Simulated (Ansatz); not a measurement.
# LaN: a short molecular-dynamics run

Aim: set LaN (a randomly packed cell, 16 atoms, not relaxed) in motion for 20 steps of 1 fs at constant energy, with velocities drawn for 1200 K, and see how temperature, energy and positions respond.

Method: DFT PBE, plane waves, PAW, scalar-relativistic, no spin polarisation, in Ansatz 0.2.0.

## Step 1: Starting point

The cell holds 16 atoms (La8N8): a = 5.782 Å, b = 7.349 Å, c = 7.186 Å, α = 81.42°, β = 94.95°, γ = 88.90°.

Structure file:

```
CELL_PARAMETERS angstrom
5.75408 -0.05486 -0.56525
0.22466 7.34444 0.13319
0.08545 0.94123 7.12344
ATOMIC_POSITIONS crystal
La 0.51123 0.94025 0.23150
La 0.60287 0.87980 0.80751
La 0.77792 0.30967 0.09048
La 0.10651 0.05021 0.89212
La 0.98270 0.88092 0.50553
La 0.35002 0.20272 0.51385
La 0.31950 0.54004 0.18230
La 0.28865 0.53808 0.73714
N 0.12574 0.11479 0.22204
N 0.64960 0.39434 0.64903
N 0.69956 0.63858 0.07976
N 0.11841 0.83069 0.20344
N 0.86815 0.24557 0.61465
N 0.97004 0.36599 0.41757
N 0.86144 0.52968 0.72620
N 0.85371 0.82700 0.10217
```

## Step 2: The run

File input.yaml:

```yaml
crystal:
  lattice:
    - [5.754076, -0.054859, -0.565246]
    - [0.224659, 7.344436, 0.133188]
    - [0.085448, 0.941229, 7.123444]
  atoms:
    - { symbol: La, position: [0.511227, 0.94025, 0.231505] }
    - { symbol: La, position: [0.602866, 0.8798, 0.807511] }
    - { symbol: La, position: [0.777923, 0.309671, 0.090485] }
    - { symbol: La, position: [0.106511, 0.050206, 0.892125] }
    - { symbol: La, position: [0.982703, 0.880917, 0.505532] }
    - { symbol: La, position: [0.35002, 0.202718, 0.513855] }
    - { symbol: La, position: [0.319496, 0.540044, 0.182298] }
    - { symbol: La, position: [0.288654, 0.538081, 0.737141] }
    - { symbol: "N", position: [0.125744, 0.114789, 0.22204] }
    - { symbol: "N", position: [0.649602, 0.394339, 0.64903] }
    - { symbol: "N", position: [0.69956, 0.638585, 0.079757] }
    - { symbol: "N", position: [0.118408, 0.83069, 0.203435] }
    - { symbol: "N", position: [0.86815, 0.245575, 0.614653] }
    - { symbol: "N", position: [0.970038, 0.365994, 0.417566] }
    - { symbol: "N", position: [0.861442, 0.529675, 0.726195] }
    - { symbol: "N", position: [0.853707, 0.827005, 0.102171] }
kpoints:
  mp_grid: { grid: [3, 2, 2] }
magnetization:
  spin_polarized: false
scf:
  occupations: { method: fermi_dirac, width: 0.1 }
hamiltonian:
  pseudopotentials: { kind: paw }
  xc: pbe
basis:
  ecutwfc: 420
md:
  timestep: 1.0
  n_steps: 20
  ensemble: nve
  temperature: 1200.0
  initial_velocities: maxwell_boltzmann
  seed: 650067
```

The run is started by

```console
ansatz run input.yaml --threads 2 --pin off --max-ram 2560MiB --backend cpu --events-out ev --progress --plain --runs-dir out
```

Q: Predict the outcome of this session. Wanted: temperature, first and last step; temperature, second half; potential energy, second half; largest change of the total energy; mean square displacement, second half.

**Answer**, as computed:

```
                             quantity                             value
                               length                  20 steps of 1 fs
     temperature, first and last step                   1200 and 2775 K
             temperature, second half  mean 2726 K, from 2156 to 3053 K
        potential energy, second half      -185 meV/atom from the start
   largest change of the total energy                     1.53 meV/atom
mean square displacement, second half              N 0.090, La 0.004 Å²
```

What this shows: The temperature starts at 1200 K and averages 2726 K in the second half, where it ranges from 2156 to 3053 K; the start was no minimum (force components up to 5.1 eV/Å), and the potential energy that it sheds (185 meV/atom) turns into motion. The total energy strays from its start by at most 1.53 meV/atom, 0.6 % of the mean kinetic energy, so a step of 1 fs is short enough over this time. Over the second half N atoms stand 0.3 Å (root mean square) from where they began, and the farthest move is 0.6 Å. 20 fs on 16 atoms is far too short and small for converged averages.
